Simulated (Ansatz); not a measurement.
# CH₄BFOSi: a ladder of functionals and wavefunction methods

How much do the methods differ for CH₄BFOSi? The plan is to run it at one geometry with functionals of several rungs and with coupled cluster, and see how far each lands from CCSD(T) at the basis-set limit for the atomisation energy.

The runs use Ansatz 0.2.0, Gaussian basis; functionals in def2-TZVPP, the program's frozen cores in correlated methods.

Levels to be run: LDA (SPW92), PBE-D4, revPBE-D4, BLYP-D4, r2SCAN-D4, B97M-V, PBE0-D4, B3LYP-D4, r2SCANh-D4, r2SCAN0-D4, HSE06-D4, BHLYP-D4, CAM-B3LYP-D4, LC-ωPBE, ωB97X-V, ωB97M-V, B2PLYP, PBE-QIDH; CCSD(T)/def2-SVP; CCSD(T)/def2-TZVPP; MP2/def2-QZVPP; extrapolation to the limit; RPA on PBE.

### Step 1. The geometry

The geometry comes from an earlier relaxation with PBE0-D4 in a triple-zeta def2 set; it is a stationary point, not always the lowest conformer.

SMILES `O=CB[SiH2]F`, 9 atoms, charge 0, spin multiplicity 1.

Atoms are counted from 1 here; the program's logs count them from 0.

Bond lengths: O1–C2 1.227 Å, C2–B3 1.521 Å, C2–H6 1.099 Å, B3–Si4 2.001 Å, B3–H7 1.195 Å, Si4–F5 1.610 Å, Si4–H8 1.489 Å, Si4–H9 1.486 Å. Angles: O1–C2–B3 90.0°, O1–C2–H6 122.9°, B3–C2–H6 147.1°, C2–B3–Si4 120.9°, C2–B3–H7 117.0°, Si4–B3–H7 122.0°, B3–Si4–F5 110.9°, B3–Si4–H8 109.8°, B3–Si4–H9 112.6°, F5–Si4–H8 107.4°, F5–Si4–H9 107.2°, H8–Si4–H9 108.8°.

### Step 2. LDA

This LDA is Slater exchange with PW92 correlation.

in.yaml

```yaml
crystal:
  periodic: [false, false, false]
  atoms:
    - {symbol: O, position_ang: [-0.789457, 0.780354, 1.703762]}
    - {symbol: C, position_ang: [-0.128335, 1.442074, 0.910398]}
    - {symbol: B, position_ang: [0.628067, 0.188738, 0.495808]}
    - {symbol: Si, position_ang: [-0.077187, -1.007602, -0.944994]}
    - {symbol: F, position_ang: [-1.360768, -0.349177, -1.659654]}
    - {symbol: H, position_ang: [-0.262375, 2.524966, 0.778467]}
    - {symbol: H, position_ang: [1.608668, -0.084915, 1.121736]}
    - {symbol: H, position_ang: [0.963988, -1.202597, -1.991903]}
    - {symbol: H, position_ang: [-0.494200, -2.338142, -0.430919]}
basis:
  gaussian: {orbitals: def2-TZVPP}
hamiltonian: {xc: lda}
output: {orbitals: {seedname: orbitals}}
```

Further steps of the session: PBE-D4 (GGA); revPBE-D4 (GGA); BLYP-D4 (GGA); r2SCAN-D4 (meta-GGA); B97M-V (meta-GGA); PBE0-D4 (hybrid); B3LYP-D4 (hybrid); r2SCANh-D4 (hybrid); r2SCAN0-D4 (hybrid); HSE06-D4 (hybrid); BHLYP-D4 (hybrid); CAM-B3LYP-D4 (range-separated); LC-ωPBE (range-separated); ωB97X-V (range-separated); ωB97M-V (range-separated); B2PLYP (double hybrid); PBE-QIDH (double hybrid); CCSD(T) in def2-SVP; CCSD(T) in def2-TZVPP; MP2 in def2-QZVPP; RPA on PBE orbitals.

Before running them: what should the planned runs give, taken together? Wanted: atomisation energy, CCSD(T)/CBS; farthest beyond LDA; mean size of error, GGA; mean size of error, meta-GGA; mean size of error, hybrid; mean size of error, range-separated; mean size of error, double hybrid; gap, smallest and largest; T1 diagnostic.

The runs gave:

| quantity | value |
| --- | --- |
| atomisation energy, CCSD(T)/CBS | 34.929 eV |
| functionals within 0.175 eV (0.5 %) | revPBE-D4, PBE0-D4, B3LYP-D4, r2SCANh-D4, HSE06-D4, LC-ωPBE, ωB97M-V |
| farthest beyond LDA | BHLYP-D4 (-1.228 eV) |
| mean size of error, GGA | 0.408 eV |
| mean size of error, meta-GGA | 0.293 eV |
| mean size of error, hybrid | 0.316 eV |
| mean size of error, range-separated | 0.153 eV |
| mean size of error, double hybrid | 0.248 eV |
| gap, smallest and largest | 3.64 eV (LDA (SPW92)), 11.49 eV (LC-ωPBE) |
| T1 diagnostic | 0.0189 |
| triples share of the correlation energy | 3.8 % |

What this shows: The LDA atomisation energy is off by 5.432 eV (16 %): it overbinds. PBE-D4 is off by +0.962 eV. Double hybrids carry the basis error of their MP2 part in triple zeta, and no dispersion term here, so their miss is partly the set-up's. By mean error the best rung here is range-separated (0.153 eV) and the worst beyond LDA is GGA (0.408 eV). The reference freezes the cores and leaves out relativity and excitations past (T), so misses under about 0.175 eV can't be ranked. Hartree-Fock recovers 73 % of the binding; the rest is correlation. CCSD(T) in def2-SVP is off by -2.032 eV, more than most functionals: a good method in a small basis is no reference. Orbital gaps span 3.6 to 11.5 eV; exact exchange widens them.
